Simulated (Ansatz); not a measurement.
**CH6BClSn: up Jacob's ladder to CCSD(T)**

An exercise on one series of results from a longer session: the logs are not shown, and one member is left open.

Computed with Ansatz 0.2.0, Gaussian basis. Level: functionals in def2-TZVPP, the program's frozen cores in correlated methods.

The runs, in order: PBE-D4, r2SCAN-D4, PBE0-D4, B3LYP-D4, ωB97X-V, ωB97M-V, B2PLYP; CCSD(T)/def2-TZVPP; MP2/def2-QZVPP; extrapolation to the limit.

## Structure used throughout

The geometry comes from an earlier relaxation with PBE0-D4 in a triple-zeta def2 set; it is a stationary point, not always the lowest conformer. Sn takes the def2 core potential; no spin-orbit term is included.

10 atoms, charge 0, spin multiplicity 1.

Atoms are counted from 1 here; the program's logs count them from 0.

Bond lengths: B1–Sn2 2.263 Å, B1–H5 1.195 Å, B1–H6 1.195 Å, Sn2–C3 2.213 Å, Sn2–H7 1.714 Å, Sn2–H8 1.714 Å, C3–Cl4 1.821 Å, C3–H9 1.088 Å, C3–H10 1.088 Å. Angles: Sn2–B1–H5 117.8°, Sn2–B1–H6 117.8°, H5–B1–H6 118.5°, B1–Sn2–C3 81.8°, B1–Sn2–H7 123.5°, B1–Sn2–H8 123.6°, C3–Sn2–H7 108.0°, C3–Sn2–H8 108.0°, H7–Sn2–H8 106.3°, Sn2–C3–Cl4 95.2°, Sn2–C3–H9 118.0°, Sn2–C3–H10 118.0°, Cl4–C3–H9 106.3°, Cl4–C3–H10 106.3°, H9–C3–H10 110.4°.

Set-up of the first run:

in.yaml

```yaml
crystal:
  periodic: [false, false, false]
  atoms:
    - {symbol: B, position_ang: [-1.032771, 0.686884, -1.067892]}
    - {symbol: Sn, position_ang: [-0.543009, -1.022494, 0.332580]}
    - {symbol: C, position_ang: [1.290063, 0.178113, 0.643801]}
    - {symbol: Cl, position_ang: [0.813319, 1.508676, -0.504297]}
    - {symbol: H, position_ang: [-0.912410, 0.497672, -2.242079]}
    - {symbol: H, position_ang: [-1.828997, 1.498788, -0.699318]}
    - {symbol: H, position_ang: [-0.071815, -2.580661, -0.203316]}
    - {symbol: H, position_ang: [-1.296542, -1.244827, 1.855684]}
    - {symbol: H, position_ang: [1.433636, 0.648800, 1.614171]}
    - {symbol: H, position_ang: [2.231725, -0.221949, 0.273666]}
basis:
  gaussian: {orbitals: def2-TZVPP}
hamiltonian: {xc: pbe, dispersion: d4}
output: {forces: true, orbitals: {seedname: orbitals}}
```

Run with:

```sh
ansatz run in.yaml --threads 4 --pin off --events-out ev --progress --plain --max-ram 10444MiB
```

Steps of the session up to this table: PBE-D4 (GGA); r2SCAN-D4 (meta-GGA); PBE0-D4 (hybrid); B3LYP-D4 (hybrid); ωB97X-V (range-separated); ωB97M-V (range-separated); B2PLYP (double hybrid); CCSD(T) in def2-TZVPP; MP2 in def2-QZVPP.

One table of the session follows, with a row left open; its other results are not shown here.

It belongs to the step «Atomisation energies». 

| method | atomisation energy (kJ/mol) |
| --- | --- |
| PBE-D4 | 2992.6 |
| r2SCAN-D4 | 2968.4 |
| PBE0-D4 | 2961.5 |
| B3LYP-D4 | 2942.5 |
| ωB97X-V | 2971.5 |
| ωB97M-V | 2963.7 |
| B2PLYP | 2904.3 |
| HF/def2-TZVPP | 2142.7 |
| MP2/def2-TZVPP | ? |
| CCSD/def2-TZVPP | 2841.9 |
| CCSD(T)/def2-TZVPP | 2890.0 |
| MP2/CBS | 2971.4 |
| CCSD(T)/CBS | 2964.7 |

Estimate the missing values for MP2/def2-TZVPP.

As computed: atomisation energy (kJ/mol): 2896.7. In the column «atomisation energy (kJ/mol)» it lies between CCSD(T)/def2-TZVPP (2890.0) and B2PLYP (2904.3).

To keep in mind: Free atoms (1 B, 1 Sn, 1 C, 1 Cl, 6 H) were run apart at each level; the atomisation energy is their sum less the molecule, without zero-point or spin-orbit terms.
